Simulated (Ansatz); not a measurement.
# TiSi3W: the cost of one run

Method: DFT PBE, scalar-relativistic, plane waves, PAW, in Ansatz 0.2.0.

## Step 1: The structure to begin with

Symmetry: P6/mmm, No. 191, hexagonal system. Conventional cell: a = 3.644 Å, b = 3.644 Å, c = 7.965 Å, α = 90.00°, β = 90.00°, γ = 120.00°. Around Ti (site symmetry 6/mmm) lie 6 Si at 1.82 Å. Si (site symmetry mmm) is surrounded by 4 Si at 1.82 Å and 2 Ti at 1.82 Å. Around W (site symmetry 6/mmm) lie 6 W at 3.64 Å and 2 Ti at 3.98 Å.

Structure file:

```xyz
5
Lattice="3.6444 0.0000 0.0000 -1.8222 3.1562 0.0000 0.0000 0.0000 7.9650" Properties=species:S:1:pos:R:3 pbc="T T T"
Ti    0.0000    0.0000    3.9825
Si    1.8222    0.0000    3.9825
Si   -0.9111    1.5781    3.9825
Si    0.9111    1.5781    3.9825
W     0.0000    0.0000    0.0000
```

Recipe of the guess: random cell by space group and Wyckoff sites (P6/mmm, No. 191). Lengths come from tabulated atomic sizes and are only a guess.

## Step 2: A first look at the guess

Input file input.yaml:

```yaml
crystal:
  lattice:
    - [3.64443627, 0.0, 0.0]
    - [-1.82221814, 3.15617439, 0.0]
    - [0.0, 0.0, 7.96500948]
  atoms:
    - { symbol: Ti, position: [0.0, 0.0, 0.5] }
    - { symbol: Si, position: [0.5, 0.0, 0.5] }
    - { symbol: Si, position: [0.0, 0.5, 0.5] }
    - { symbol: Si, position: [0.5, 0.5, 0.5] }
    - { symbol: W, position: [0.0, 0.0, 0.0] }
basis:
  ecutwfc: 420
kpoints:
  mp_grid: { grid: [6, 6, 2] }
hamiltonian:
  xc: pbe
scf:
  occupations: { method: gaussian, width: 0.1 }
  lower_state_search: "off"
output:
  forces: true
  stress: true
  eigenvalues: true
```

Run with:

```
> ansatz run input.yaml --threads 1 --pin off --max-ram 2560MiB --backend cpu --events-out ev --progress --plain --runs-dir out
```

What time and memory should one allow on 1 thread of Arm Neoverse V1, shared host?

About 3.7 s, with a peak of 0.36 GiB.
